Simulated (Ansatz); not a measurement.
# C2H7FInNO: a ladder of functionals and wavefunction methods

Aim: compute C2H7FInNO with functionals from several rungs and with coupled cluster. The yardstick is the atomisation energy at the CCSD(T) limit.

Method: functionals in def2-TZVPP, the program's frozen cores in correlated methods; program: Ansatz 0.2.0, Gaussian basis.

The runs, in order: PBE-D4, r2SCAN-D4, PBE0-D4, B3LYP-D4, ωB97X-V, ωB97M-V, B2PLYP; CCSD(T)/def2-TZVPP; MP2/def2-QZVPP; extrapolation to the limit.

## (1) The geometry

An earlier PBE0-D4 in a triple-zeta def2 set relaxation fixed the geometry. In takes the def2 core potential; no spin-orbit term is included.

SMILES `C[N](C)[In]([OH])[F]`, 13 atoms, charge 0, spin multiplicity 1.

Atoms are counted from 1 here; the program's logs count them from 0.

Bond lengths: C1–N2 1.442 Å, C1–H7 1.100 Å, C1–H8 1.092 Å, C1–H9 1.099 Å, N2–C3 1.441 Å, N2–In4 1.983 Å, C3–H10 1.100 Å, C3–H11 1.101 Å, C3–H12 1.092 Å, In4–O5 1.966 Å, In4–F6 1.958 Å, O5–H13 0.961 Å. Angles: N2–C1–H7 112.2°, N2–C1–H8 111.1°, N2–C1–H9 110.6°, H7–C1–H8 107.9°, H7–C1–H9 107.3°, H8–C1–H9 107.7°, C1–N2–C3 113.8°, C1–N2–In4 121.3°, C3–N2–In4 123.4°, N2–C3–H10 110.6°, N2–C3–H11 112.3°, N2–C3–H12 111.4°, H10–C3–H11 107.2°, H10–C3–H12 107.4°, H11–C3–H12 107.7°, N2–In4–O5 130.7°, N2–In4–F6 115.9°, O5–In4–F6 113.2° and more.

## (2) PBE-D4 (GGA)

Input file in.yaml:

```yaml
crystal:
  periodic: [false, false, false]
  atoms:
    - {symbol: C, position_ang: [-0.748144, 0.368826, -1.480883]}
    - {symbol: N, position_ang: [-0.039631, 0.307252, -0.226091]}
    - {symbol: C, position_ang: [-0.085179, 1.534306, 0.528455]}
    - {symbol: In, position_ang: [0.549650, -1.424854, 0.539765]}
    - {symbol: O, position_ang: [1.424048, -1.838240, 2.251843]}
    - {symbol: F, position_ang: [0.358856, -2.986034, -0.625926]}
    - {symbol: H, position_ang: [-1.813284, 0.609553, -1.344593]}
    - {symbol: H, position_ang: [-0.685417, -0.581516, -2.014511]}
    - {symbol: H, position_ang: [-0.318065, 1.145351, -2.129569]}
    - {symbol: H, position_ang: [0.354711, 2.359692, -0.049656]}
    - {symbol: H, position_ang: [-1.114354, 1.828668, 0.784514]}
    - {symbol: H, position_ang: [0.478363, 1.450678, 1.460081]}
    - {symbol: H, position_ang: [1.638448, -2.773692, 2.306570]}
basis:
  gaussian: {orbitals: def2-TZVPP}
hamiltonian: {xc: pbe, dispersion: d4}
output: {forces: true, orbitals: {seedname: orbitals}}
```

On the command line:

```console
$ ansatz run in.yaml --threads 2 --pin off --events-out ev --progress --plain --max-ram 32768MiB --backend cuda --devices 0, --max-vram 18GiB
```

The runs that follow: r2SCAN-D4 (meta-GGA); PBE0-D4 (hybrid); B3LYP-D4 (hybrid); ωB97X-V (range-separated); ωB97M-V (range-separated); B2PLYP (double hybrid); CCSD(T) in def2-TZVPP; MP2 in def2-QZVPP.

Before running them: what should the planned runs give, taken together? Wanted: atomisation energy, CCSD(T)/CBS; farthest; mean size of error, hybrid; mean size of error, range-separated; gap, smallest and largest; T1 diagnostic; triples share of the correlation energy.

As calculated:

```
                               quantity                                           value
        atomisation energy, CCSD(T)/CBS                                   4629.2 kJ/mol
 functionals within 46.3 kJ/mol (1.0 %)  r2SCAN-D4, PBE0-D4, B3LYP-D4, ωB97X-V, ωB97M-V
                               farthest                           B2PLYP (-82.5 kJ/mol)
             mean size of error, hybrid                                     44.2 kJ/mol
    mean size of error, range-separated                                     14.0 kJ/mol
              gap, smallest and largest             2.63 eV (PBE-D4), 9.25 eV (ωB97X-V)
                          T1 diagnostic                                          0.0156
triples share of the correlation energy                                           3.5 %
```

PBE-D4 is off by +76.4 kJ/mol. Double hybrids carry the basis error of their MP2 part in triple zeta, and no dispersion term here, so their miss is partly the set-up's. The reference freezes the cores and leaves out spin-orbit coupling and excitations past (T), and its outer-core shells are covered unevenly, so misses under about 46.3 kJ/mol can't be ranked. All levels share the lack of spin-orbit coupling, which lowers the free heavy atoms and so the true binding. Hartree-Fock recovers 69 % of the binding; the rest is correlation. The gap grows from 2.6 to 9.2 eV across the functionals, mostly with the share of exact exchange. Correlated methods include outer-core shells of In, which these sets cover unevenly.
